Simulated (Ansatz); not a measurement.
# BiCl4F: the cost of one run

Method: DFT PBE, scalar-relativistic, plane waves, PAW, in Ansatz 0.2.0.

## (1) The starting structure

The structure is cubic, space group F-43m (No. 216). Conventional cell: a = 8.865 Å, b = 8.865 Å, c = 8.865 Å, α = 90.00°, β = 90.00°, γ = 90.00°. Bi (site symmetry -43m) has 12 Cl at 3.68 Å and 4 F at 3.84 Å as nearest neighbours. Cl (site symmetry 3m) has 6 Cl at 3.13 to 3.14 Å and 3 F at 3.67 Å and 3 Bi at 3.68 Å as nearest neighbours. Around F (site symmetry -43m) lie 12 Cl at 3.67 Å and 4 Bi at 3.84 Å.

As a file:

```cif
data_structure
_symmetry_space_group_name_H-M 'F-43m'
_symmetry_Int_Tables_number 216
_cell_length_a 8.8654
_cell_length_b 8.8654
_cell_length_c 8.8654
_cell_angle_alpha 90.000
_cell_angle_beta 90.000
_cell_angle_gamma 90.000
_cell_volume 696.78
loop_
_atom_site_label
_atom_site_type_symbol
_atom_site_symmetry_multiplicity
_atom_site_Wyckoff_symbol
_atom_site_fract_x
_atom_site_fract_y
_atom_site_fract_z
_atom_site_occupancy
Bi1 Bi 4 c 0.25000 0.25000 0.25000 1
Cl1 Cl 16 e 0.87465 0.37465 0.12535 1
F1 F 4 a 0.00000 0.00000 0.00000 1
```

Recipe of the guess: species swapped into a database cell of CaDyAl4 (F-43m, No. 216), with Bi on the Ca sites, F on the Dy sites and Cl on the Al sites. The dimensions are guesses.

## (2) A first look at the guess

The input, input.yaml:

```yaml
crystal:
  lattice:
    - [0.0, 4.43270194, 4.43270194]
    - [4.43270194, 0.0, 4.43270194]
    - [4.43270194, 4.43270194, 0.0]
  atoms:
    - { symbol: Bi, position: [0.75, 0.75, 0.75] }
    - { symbol: Cl, position: [0.87605697, 0.37464768, 0.37464768] }
    - { symbol: Cl, position: [0.37464768, 0.37464768, 0.37464768] }
    - { symbol: Cl, position: [0.37464768, 0.87605697, 0.37464768] }
    - { symbol: Cl, position: [0.37464768, 0.37464768, 0.87605697] }
    - { symbol: F, position: [0.0, 0.0, 0.0] }
basis:
  ecutwfc: 420
kpoints:
  mp_grid: { grid: [4, 4, 4] }
hamiltonian:
  xc: pbe
scf:
  occupations: { method: gaussian, width: 0.1 }
  lower_state_search: "off"
output:
  forces: true
  stress: true
  eigenvalues: true
```

Started as:

```console
ansatz run input.yaml --threads 1 --pin off --max-ram 2048MiB --backend cpu --events-out ev --progress --plain --runs-dir out
```

Q: Estimate wall time and peak memory on 1 thread of Arm Neoverse V1, shared host.

About 3.9 s, with a peak of 0.36 GiB.
